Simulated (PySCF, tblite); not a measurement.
**C6H2N radical: geometry, infrared bands and EPR parameters**

What infrared bands and EPR parameters should C6H2N radical (`C=C=[C]C#CC#N`) show?

The runs use tblite 0.8.0 and PySCF 2.14.0, with density-fitted response routines of our own; the level of theory stands in each step. All values are computed, except where a source is named. Atoms are numbered from 0 throughout.

### Step 1. The starting structure

9 atoms, charge 0, multiplicity 2; geometry from: force field or distance geometry start.

Bonds of the start (Å): C0–C1 1.29, C1–C2 1.21, C2–C3 1.53, C3–C4 1.20, C4–C5 1.53, C5–N6 1.17, C0–H7 1.08, C0–H8 1.09.

### Step 2. Optimising the geometry with GFN2-xTB

What the job is given:

```
{"job": {"kind": "relax", "xc": "GFN2-xTB", "basis": "xTB"}, "charge": 0, "multiplicity": 2}
C     -2.676000    -1.155100    -0.461700
C     -1.514400    -0.643400    -0.248800
C     -0.413500    -0.185000    -0.030600
C      0.970600     0.424500     0.220600
C      2.056700     0.881600     0.441600
C      3.446900     1.481000     0.694600
N      4.502900     1.935600     0.891700
H     -3.165900    -1.013600    -1.415500
H     -3.193800    -1.719400     0.310200
```

Run with:

```console
$ OMP_NUM_THREADS=1 python probes_run.py task.json out
```

One launch serves the whole session: the jobs run in the order shown.

**Question.** This job is followed by: GFN2-xTB harmonic vibrations, gas phase; UKS B3LYP, pcH-1 on C H N, non-relativistic, mean-field spin-orbit, GIAO. Predict these results of the whole session: strongest single infrared mode (GFN2-xTB); zero-point energy (GFN2-xTB); g(iso) (B3LYP); ⟨S²⟩; largest a(iso) (averaged by class); potential on the surface of density 0.002 e/bohr³, 1st and 99th percentile.

As calculated:

```
                                                                  quantity                  value
                                 strongest single infrared mode (GFN2-xTB)  2036 cm⁻¹, 274 km/mol
                                              zero-point energy (GFN2-xTB)          30.9 kcal/mol
                                                            g(iso) (B3LYP)                2.00305
                                                                      ⟨S²⟩     0.795 (exact 0.75)
                                        largest a(iso) (averaged by class)   13C on C1, -59.1 MHz
potential on the surface of density 0.002 e/bohr³, 1st and 99th percentile     -1.61 V and 1.59 V
```

**Reading.** Over 14 steps the energy fell by 1.487 eV; of the close pairs, C2–C3 changed most, 1.533 to 1.315 Å. All 21 modes are real, so the xTB geometry is a minimum. The strongest single mode, at 2036 cm⁻¹, moves mainly C2 and C1. Unscaled tight-binding wavenumbers are off by several per cent, some by more. Its intensities can rank the bands wrongly. The largest spin populations lie on C0 (0.60 e), C2 (0.48 e). The isotropic g lies 0.7 ppt above the free-electron value. The conformer search found further structures of the same energy, which may be mirror or relabelled copies of this one.
